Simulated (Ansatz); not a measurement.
**HfWO6: properties of a relaxed candidate**

Computed with Ansatz 0.2.0 (DFT PBE, scalar-relativistic, plane waves, PAW, unless a step's input says otherwise).

**1. The starting structure**

Symmetry: P6_3/mmc, No. 194, hexagonal system. The conventional cell has a = 5.540 Å, b = 5.540 Å, c = 9.467 Å, α = 90.00°, β = 90.00°, γ = 120.00°. Hf (site symmetry -6m2) has 6 O at 2.07 Å as nearest neighbours. W (site symmetry -3m) is surrounded by 6 O at 1.91 Å. O (site symmetry m) is surrounded by 1 W at 1.91 Å and 1 Hf at 2.07 Å.

Coordinates:

```
Hf W O
1.0
     5.54049    0.00000    0.00000
    -2.77024    4.79820    0.00000
     0.00000    0.00000    9.46735
Hf W O
2 2 12
Direct
  0.66667 0.33333 0.75000
  0.33333 0.66667 0.25000
  0.00000 0.00000 0.00000
  0.00000 0.00000 0.50000
  0.32591 0.16296 0.88406
  0.83704 0.16296 0.88406
  0.83704 0.67409 0.88406
  0.32591 0.16296 0.61594
  0.83704 0.16296 0.61594
  0.83704 0.67409 0.61594
  0.16296 0.32591 0.11594
  0.16296 0.83704 0.11594
  0.67409 0.83704 0.11594
  0.16296 0.32591 0.38406
  0.16296 0.83704 0.38406
  0.67409 0.83704 0.38406
```

The cell was relaxed beforehand at this level, from an invented guess; it needn't be the stable form of this composition. At a tolerance of 0.05 Å it has space group P6_3/mmc (No. 194); it has 15.73 Å³/atom, an uncorrected energy of -2.07 eV/atom over the elements.

**2. Electronic structure at the relaxed geometry**

Input file input.yaml:

```yaml
crystal:
  lattice:
    - [5.5404856225, 0.0, 0.0]
    - [-2.7702428112, 4.7982012984, 0.0]
    - [0.0, 0.0, 9.467351939]
  atoms:
    - { symbol: Hf, position: [0.6666666667, 0.3333333333, 0.75] }
    - { symbol: Hf, position: [0.3333333333, 0.6666666667, 0.25] }
    - { symbol: W, position: [0.0, 0.0, 0.0] }
    - { symbol: W, position: [0.0, 0.0, 0.5] }
    - { symbol: O, position: [0.3259149839, 0.162957492, 0.884058662], spin: 0.34 }
    - { symbol: O, position: [0.837042508, 0.162957492, 0.884058662], spin: 0.34 }
    - { symbol: O, position: [0.837042508, 0.6740850161, 0.884058662], spin: 0.34 }
    - { symbol: O, position: [0.3259149839, 0.162957492, 0.615941338], spin: 0.34 }
    - { symbol: O, position: [0.837042508, 0.162957492, 0.615941338], spin: 0.34 }
    - { symbol: O, position: [0.837042508, 0.6740850161, 0.615941338], spin: 0.34 }
    - { symbol: O, position: [0.162957492, 0.3259149839, 0.115941338], spin: 0.34 }
    - { symbol: O, position: [0.162957492, 0.837042508, 0.115941338], spin: 0.34 }
    - { symbol: O, position: [0.6740850161, 0.837042508, 0.115941338], spin: 0.34 }
    - { symbol: O, position: [0.162957492, 0.3259149839, 0.384058662], spin: 0.34 }
    - { symbol: O, position: [0.162957492, 0.837042508, 0.384058662], spin: 0.34 }
    - { symbol: O, position: [0.6740850161, 0.837042508, 0.384058662], spin: 0.34 }
basis:
  ecutwfc: 420
kpoints:
  mp_grid: { grid: [12, 12, 4] }
  band_path:
    path:
      - [[0.0, 0.0, 0.0], [0.5, 0.0, 0.0], [0.33333333, 0.33333333, 0.0], [0.0, 0.0, 0.0], [0.0, 0.0, 0.5], [0.5, 0.0, 0.5], [0.33333333, 0.33333333, 0.5], [0.0, 0.0, 0.5]]
      - [[0.5, 0.0, 0.5], [0.5, 0.0, 0.0]]
      - [[0.33333333, 0.33333333, 0.5], [0.33333333, 0.33333333, 0.0]]
    npoints: 10
hamiltonian:
  xc: pbe
scf:
  occupations: { method: gaussian, width: 0.1 }
  n_extra_bands: 40
output:
  forces: true
  stress: true
  eigenvalues: true
  populations: true
  dos: { projected: true, de: 0.02, nscf_kmesh: { grid: [15, 15, 5] } }
  bader: false
  write_density: true
  write_potential: true
  elf: true
  volumetric_format: npy
magnetization:
  spin_polarized: true
checkpoint:
  read: start.run
  write: ck
  compress: false
  write_wavefunctions: false
  write_every: 100000
```

The run is started by

```
$ ansatz run input.yaml --threads 1 --pin off --max-ram 2560MiB --backend cpu --events-out ev --progress --plain --runs-dir out
```

**Question.** How long does this run take on 1 thread of Arm Neoverse V2, shared host, and how much memory does it need?

About 9.2 min, with a peak of 2.1 GiB.
